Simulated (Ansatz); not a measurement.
# BiSb3O: the cost of one run

Method: DFT PBE, scalar-relativistic, plane waves, PAW, in Ansatz 0.2.0.

## (1) Starting point

Symmetry: I-4m2, No. 119, tetragonal system. The conventional cell has a = 5.716 Å, b = 5.716 Å, c = 9.432 Å, α = 90.00°, β = 90.00°, γ = 90.00°. Sb (site symmetry 2mm) is surrounded by 1 O at 2.67 Å and 2 Sb at 2.87 Å and 2 Bi at 2.87 Å. Sb (site symmetry -4m2) is surrounded by 4 Sb at 2.87 Å. Bi (site symmetry -4m2) has 4 Sb at 2.87 Å in its first shell of neighbours. Around O (site symmetry -4m2) lie 2 Sb at 2.67 Å.

Coordinates:

```
Sb Bi O
1.0
    -2.85778    2.85778    4.71577
     2.85778   -2.85778    4.71577
     2.85778    2.85778   -4.71577
Sb Bi O
3 1 1
Cartesian
  0.0000 2.8578 0.3086
  0.0000 2.8578 4.4072
  0.0000 0.0000 4.7158
  0.0000 0.0000 0.0000
  2.8578 0.0000 2.3579
```

The cell is invented: random cell by space group and Wyckoff sites (I-4m2, No. 119). The dimensions are guesses.

## (2) A first look at the guess

File input.yaml:

```yaml
crystal:
  lattice:
    - [-2.85778433, 2.85778433, 4.71577128]
    - [2.85778433, -2.85778433, 4.71577128]
    - [2.85778433, 2.85778433, -4.71577128]
  atoms:
    - { symbol: Sb, position: [0.53271963, 0.03271963, 0.5] }
    - { symbol: Sb, position: [0.96728037, 0.46728037, 0.5] }
    - { symbol: Sb, position: [0.5, 0.5, 0.0] }
    - { symbol: Bi, position: [0.0, 0.0, 0.0] }
    - { symbol: O, position: [0.25, 0.75, 0.5] }
basis:
  ecutwfc: 420
kpoints:
  mp_grid: { grid: [4, 4, 4] }
hamiltonian:
  xc: pbe
scf:
  occupations: { method: gaussian, width: 0.1 }
  lower_state_search: "off"
output:
  forces: true
  stress: true
  eigenvalues: true
```

Started as:

```sh
$ ansatz run input.yaml --threads 1 --pin off --max-ram 2560MiB --backend cpu --events-out ev --progress --plain --runs-dir out
```

**Question.** How long does this run take on 1 thread of Intel Xeon Platinum 8259CL at 2.50GHz (Skylake/Cascade Lake), shared host, and how much memory does it need?

About 6.9 s, with a peak of 0.47 GiB.
